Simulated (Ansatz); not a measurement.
# CO on Ir (Iridium) (111)

One table from this session's results is given with a row withheld; the runs are named, their logs left out.

The COD entry's cell or inner coordinates are ideal or old and differ from later refinements, so a difference from it is no clean test against experiment.

Program: Ansatz 0.2.0. Level of theory: DFT PBE, scalar-relativistic, plane waves, PAW. These are calculated values, not measurements.

3 further runs of the same task are left out: 3 set aside as unsound or not needed. Runs told in other sessions of the task aren't counted.

### Starting point

It takes space group P3m1 (No. 156, trigonal). Conventional cell: a = 2.737 Å, b = 2.737 Å, c = 23.704 Å, α = 90.00°, β = 90.00°, γ = 120.00°. Around Ir (site symmetry 3m) lie 9 Ir at 2.74 Å. Ir (site symmetry 3m) is surrounded by 12 Ir at 2.71 to 2.74 Å. Ir (site symmetry 3m) is surrounded by 12 Ir at 2.70 to 2.74 Å. Ir (site symmetry 3m) is surrounded by 9 Ir at 2.70 to 2.74 Å.

As a file:

```
Ir
1.0
     5.47394    0.00000    0.00000
    -2.73697    4.74057    0.00000
     0.00000    0.00000   23.70418
Ir
16
Direct
  0.33333 0.16667 0.35859
  0.33333 0.66667 0.35859
  0.83333 0.16667 0.35859
  0.83333 0.66667 0.35859
  0.66667 0.33333 0.45286
  0.66667 0.83333 0.45286
  0.16667 0.33333 0.45286
  0.16667 0.83333 0.45286
  0.00000 0.50000 0.54556
  0.00000 0.00000 0.54556
  0.50000 0.50000 0.54556
  0.50000 0.00000 0.54556
  0.33333 0.66667 0.63807
  0.33333 0.16667 0.63807
  0.83333 0.66667 0.63807
  0.83333 0.16667 0.63807
```

It is a (111) slab, 6.7 Å thick as cut, with 17 Å of vacuum, in a 2×2 surface cell; its outer planes are Ir (top) and Ir (bottom). An earlier relaxation, lower half held, gave -190957.6601 eV, work function 5.44 eV (top face), 5.46 eV (bottom face).

The first run:

Miller indices refer to the conventional cell of the relaxed bulk, Fm-3m (No. 225): a = 3.871 Å, b = 3.871 Å, c = 3.871 Å, α = 90.00°, β = 90.00°, γ = 90.00°.

input.yaml reads:

```yaml
crystal:
  lattice:
    - [5.4739412009, 0.0, 0.0]
    - [-2.7369706004, 4.7405721388, 0.0]
    - [0.0, 0.0, 26.8541814121]
  atoms:
    - { symbol: Ir, position: [0.3333333333, 0.1666666667, 0.3165242638] }
    - { symbol: Ir, position: [0.3333333333, 0.6666666667, 0.3165242638] }
    - { symbol: Ir, position: [0.8333333333, 0.1666666667, 0.3165242638] }
    - { symbol: Ir, position: [0.8333333333, 0.6666666667, 0.3165242638] }
    - { symbol: Ir, position: [0.6666666667, 0.3333333333, 0.3997413651] }
    - { symbol: Ir, position: [0.6666666667, 0.8333333333, 0.3997413651] }
    - { symbol: Ir, position: [0.1666666667, 0.3333333333, 0.3997413651] }
    - { symbol: Ir, position: [0.1666666667, 0.8333333333, 0.3997413651] }
    - { symbol: Ir, position: [0.0, 0.5, 0.4815663376] }
    - { symbol: Ir, position: [0.0, 0.0, 0.4815663376] }
    - { symbol: Ir, position: [0.5, 0.5, 0.4815663376] }
    - { symbol: Ir, position: [0.5, 0.0, 0.4815663376] }
    - { symbol: Ir, position: [0.3333333333, 0.6666666667, 0.5632208737] }
    - { symbol: Ir, position: [0.3333333333, 0.1666666667, 0.5632208737] }
    - { symbol: Ir, position: [0.8333333333, 0.6666666667, 0.5632208737] }
    - { symbol: Ir, position: [0.8333333333, 0.1666666667, 0.5632208737] }
    - { symbol: C, position: [0.3333333333, 0.6666666667, 0.6458895638] }
    - { symbol: O, position: [0.3333333333, 0.6666666667, 0.6887134348] }
basis:
  ecutwfc: 420
kpoints:
  mp_grid: { grid: [6, 6, 1] }
hamiltonian:
  xc: pbe
scf:
  occupations: { method: gaussian, width: 0.1 }
output:
  forces: true
  eigenvalues: true
relax:
  adjacent_minimum: "off"
  f_tol: 0.03
  max_steps: 70
  constraints: [{ sites: [0, 1, 2, 3, 4, 5, 6, 7] }]
efield:
  axis: 3
  dipole_correction: true
```

The run is started by

```
$ ansatz run input.yaml --threads 4 --pin off --max-ram 10240MiB --backend cpu --events-out ev --progress --plain --runs-dir out
```

Among the steps run: CO put at a top (Ir) site; Start: CO, hollow (nearest Ir); CO at the bridge (Ir-Ir) site; CO put at a hollow over Ir site.

One table of the session follows, with a row left open; its other results are not shown here.

It belongs to the step «Adsorption of CO: the sites compared». 

```
                              start  E_ads (eV)  height (Å)  Δφ, top (eV)  Δ dipole (e·Å)
           top (Ir) at (0.33, 0.67)           ?           ?             ?               ?
hollow (nearest Ir) at (0.17, 0.33)       -1.43        1.42         +0.93          -0.134
     bridge (Ir-Ir) at (0.08, 0.17)       -1.53        1.51         +0.95          -0.133
     hollow over Ir at (0.00, 0.50)       -1.56        1.37         +1.03          -0.147
```

Estimate the missing values for top (Ir) at (0.33, 0.67).

As computed: E_ads (eV): -1.96; height (Å): 1.84; Δφ, top (eV): +0.34; Δ dipole (e·Å): -0.040. In the column «E_ads (eV)» it is the lowest.

Limits of these values: A start on a symmetric site keeps its symmetry, so an end may be a saddle point and not a minimum. The final runs have no spin polarisation, so a magnetic state may lie lower. Warnings in the runs' records: xc potential rough in thin density.
